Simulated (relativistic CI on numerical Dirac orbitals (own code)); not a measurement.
# Se: one ion under different settings

How much do the settings matter for Se? One ion, several inputs.

The numbers are computed with relativistic CI on numerical Dirac orbitals (own code) version 3 (Dirac-Coulomb-Breit CI, KLI orbitals optimised for each configuration, model QED (radiative potential, 1s self-energy scaled to tabulated hydrogen-like ionisation energies), numerical settings as typed), except any that are marked as measured or tabulated.

### 1 What is computed

| Item | Value |
| --- | --- |
| ion | Se (Se I) |
| nuclear charge | 34 |
| electrons | 34 |
| isotope | A = 80 |

### 2 The usual input

The run's settings:

```ini
atom Se  Z=34  charge=0  electrons=34
nucleus A=80  rms_radius_fm=4.1400
hamiltonian dirac-coulomb  breit=on  qed=on  c_scale=1
orbitals kli  potential=per-configuration
slater_scale 1
correlation none
mixing on
grid step=0.0125 r_max=201.2
scf mixing=0.4 start=green max_iterations=150 tolerance=2e-08 node_fill=0.05
configurations
  [Ar] 3d10 4s2 4p4
  [Ar] 3d10 4s2 4p3 4d
  [Ar] 3d10 4s2 4p3 5s
end
```

The run is started by

```sh
$ python run_levels.py task.json out
```

The settings of every run stand in task.json; they run in order.

### 3 Node fill 0, start potential bare, grid step 0.04

Settings: those of step 2 with these lines changed.

```diff
@@ -7,4 +7,4 @@
 mixing on
-grid step=0.0125 r_max=201.2
-scf mixing=0.4 start=green max_iterations=150 tolerance=2e-08 node_fill=0.05
+grid step=0.04 r_max=201.2
+scf mixing=0.4 start=bare max_iterations=150 tolerance=2e-08 node_fill=0
 configurations
```

### 4 Grid step 0.008, tolerance 1e-05

Settings: those of step 3 with these lines changed.

```diff
@@ -7,4 +7,4 @@
 mixing on
-grid step=0.04 r_max=201.2
-scf mixing=0.4 start=bare max_iterations=150 tolerance=2e-08 node_fill=0
+grid step=0.008 r_max=201.2
+scf mixing=0.4 start=green max_iterations=150 tolerance=1e-05 node_fill=0.05
 configurations
```

### 5 End of the grid 603.6, start potential thomas-fermi, nuclear radius 4.554

The run's settings:

```ini
atom Se  Z=34  charge=0  electrons=34
nucleus A=80  rms_radius_fm=4.5540
hamiltonian dirac-coulomb  breit=on  qed=on  c_scale=1
orbitals kli  potential=per-configuration
slater_scale 1
correlation none
mixing on
grid step=0.0125 r_max=603.6
scf mixing=0.4 start=thomas-fermi max_iterations=150 tolerance=2e-08 node_fill=0.05
configurations
  [Ar] 3d10 4s2 4p4
  [Ar] 3d10 4s2 4p3 4d
  [Ar] 3d10 4s2 4p3 5s
end
```

(Steps that only read results are left out.)

Before running it: what results should come out? Wanted: lowest level, usual settings; total energy; first excitation.

**Answer**, as computed:

| setting | total energy less usual (Ha) | largest shift of a level among the lowest eight of both runs, same label and place (cm⁻¹) | SCF iterations | time | lowest level | kind of change |
| --- | --- | --- | --- | --- | --- | --- |
| usual | 0 | 0 | 35 | 0.15 s | 4p4 3P2 | - |
| node fill 0, start potential bare, grid step 0.04 | 0.0011 | 68.2 | 68 | 0.084 s | 4p4 3P2 | numerical |
| grid step 0.008, tolerance 1e-05 | -4.96e-05 | 0.0189 | 29 | 0.2 s | 4p4 3P2 | numerical |
| end of the grid 603.6, start potential thomas-fermi, nuclear radius 4.554 | 0.0035 | 0.124 | 35 | 0.14 s | 4p4 3P2 | unphysical constant |

| quantity | value |
| --- | --- |
| lowest level, usual settings | 4p4 3P2 |
| total energy | -2426.6456 Ha |
| first excitation | 1968.3 cm⁻¹ |

What this shows: Among the runs whose levels can be followed, they move most under «node fill 0, start potential bare, grid step 0.04» (numerical), by up to 68.2 cm⁻¹. «Node fill 0, start potential bare, grid step 0.04» costs 68 SCF iterations against 35. Only the listed configurations are in the model. In a near-neutral ion this small CI can misplace whole configurations by 10,000 cm⁻¹ or more.
